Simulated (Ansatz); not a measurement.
# CCSDT(Q)/STO-3G run of GeO (SMILES [O]=[Ge])

Aim: the energy change on altering one bond length of GeO at CCSDT(Q)/STO-3G, from 2 runs. 

The calculation is run with Ansatz 0.2.0.

69 further runs of the same task are left out: 29 that didn't finish, 40 set aside as unsound or not needed.

## (1) The system as given

GeO: 2 atoms, total charge 0, spin state singlet. As SMILES, `[O]=[Ge]`. Geometry: a GFN2-xTB relaxation, a rough one for these elements and not checked as a minimum.

Bond lengths: O1–Ge2 1.576 Å.

## (2) A single-point energy at CCSDT(Q)/STO-3G

File job.yaml:

```yaml
basis:
  gaussian:
    orbitals: STO-3G
crystal:
  periodic: [false, false, false]
  atoms:
    - symbol: O
      position_ang: [0.000000, 0.000000, 0.000000]
    - symbol: Ge
      position_ang: [0.000000, 0.000000, 1.576490]
correlation:
  method: ccsdt_q
  frozen_orbitals: {Ge: 9, O: 1}
accuracy: high
scf:
  omitted_lower_state_checks: [cluster_reference, increment]
```

The run is started by

```console
$ ansatz run job.yaml --threads 1 --pin off --max-ram 2610MiB --events-out events.jsonl --progress --plain --runs-dir runs
```

Standard output, cut to the lines that bear on the results:

```text
Warning: RAYON_NUM_THREADS=1 ignored (pool sized by the plan → 1); use --threads N
Functional definition: HF
  name "HF"
[...]
303 factors; integrals over basis functions are off by at most 2.6e-8 eV
[...]
mean field -57839.41543500 eV, -2125.5593122722 hartree, gradient 3.2e-8 eV, S^2 0.000000; 0 other end points of the search recorded, 0 dependent functions left out; unrestricted orbitals would lower it
10 core orbitals not correlated: weight in the atoms' cores, before any rotation towards them, 1.000 or more for the frozen orbitals, at most 0.000 for the correlated occupied ones
reference -57839.41543500 eV, -2125.5593122722 hartree; 10, 10 occupied and 3, 3 virtual orbitals, 303 factors
second order -4.15403438 eV of doubles, -0.00000000 eV of singles
cycle   1  -2.98691643 eV  change     1.2e0 eV  update   2.6e-1
[...]
cycle  24  -4.19530690 eV  change  -3.3e-10 eV  update   2.4e-9
perturbative correction 0.05158301 eV, 0.0018956408 hartree
Total energy: -57843.55915888 eV, -2125.7115913163 hartree
Checks for a lower state left out: cluster_reference, increment
```

Run time: 0.7 s. Hardware: 1 thread of Arm Neoverse V1, shared host.

## (3) The distorted shape at the same level

File in.yaml:

```yaml
crystal:
  periodic: [false, false, false]
  atoms:
    - {symbol: O, position_ang: [0.000000, 0.000000, -0.394110]}
    - {symbol: Ge, position_ang: [0.000000, 0.000000, 1.576490]}
basis:
  gaussian: {orbitals: STO-3G}
correlation: {method: ccsdt_q, frozen_orbitals: {Ge: 9, O: 1}}
accuracy: high
scf: {omitted_lower_state_checks: [cluster_reference, increment]}
```

The run is started by

```console
$ ansatz run in.yaml --threads 1 --pin off --max-ram 2610MiB --events-out events.jsonl --progress --plain --runs-dir runs
```

Standard output, cut to the lines that bear on the results:

```text
Warning: RAYON_NUM_THREADS=1 ignored (pool sized by the plan → 1); use --threads N
[... 2 set-up lines as earlier in the session ...]
[...]
294 factors; integrals over basis functions are off by at most 2.3e-8 eV
[...]
mean field -57835.37095146 eV, -2125.4106802437 hartree, gradient 5.0e-8 eV, S^2 0.000000; 4 other end points of the search recorded, 0 dependent functions left out; unrestricted orbitals would lower it
10 core orbitals not correlated: weight in the atoms' cores, before any rotation towards them, 1.000 or more for the frozen orbitals, at most 0.000 for the correlated occupied ones
reference -57835.37095146 eV, -2125.4106802437 hartree; 10, 10 occupied and 3, 3 virtual orbitals, 294 factors
second order -5.42434407 eV of doubles, -0.00000000 eV of singles
cycle   1  -2.07437443 eV  change     3.3e0 eV  update   6.1e-1
[...]
cycle  29  -5.89944902 eV  change   -1.9e-9 eV  update   2.0e-9
perturbative correction -0.06765326 eV, -0.0024862114 hartree
Total energy: -57841.33805374 eV, -2125.6299672079 hartree
Checks for a lower state left out: cluster_reference, increment
```

Run time: 0.78 s. Hardware: 1 thread of Arm Neoverse V1, shared host.

## (4) Results

At CCSDT(Q)/STO-3G, 10 core orbitals frozen:

```
                                                          quantity           value
                                         first shape: total energy  -2125.71159 Eh
         first shape: correlation energy (10 core orbitals frozen)      -152.3 mEh
                                        first shape: T1 diagnostic           0.022
                                     distorted shape: total energy  -2125.62997 Eh
     distorted shape: correlation energy (10 core orbitals frozen)      -219.3 mEh
                                    distorted shape: T1 diagnostic           0.076
energy change with the O1–Ge2 bond stretched from 1.576 to 1.971 Å        2.221 eV
```

**Reading.** With the O1–Ge2 bond stretched from 1.576 to 1.971 Å the energy rises by 2.22 eV (214 kJ/mol). The first shape isn't relaxed at this level, so the change isn't measured from a minimum. The minimal basis adds a large error of its own. The T1 diagnostic (first shape) of 0.022 is above the customary mark for such species, so a single reference may not serve. The restricted solution (first shape) is unstable to spin breaking: an unrestricted one lies lower. The T1 diagnostic (distorted shape) of 0.076 is above the customary mark for such species, so a single reference may not serve. The restricted solution (distorted shape) is unstable to spin breaking: an unrestricted one lies lower.
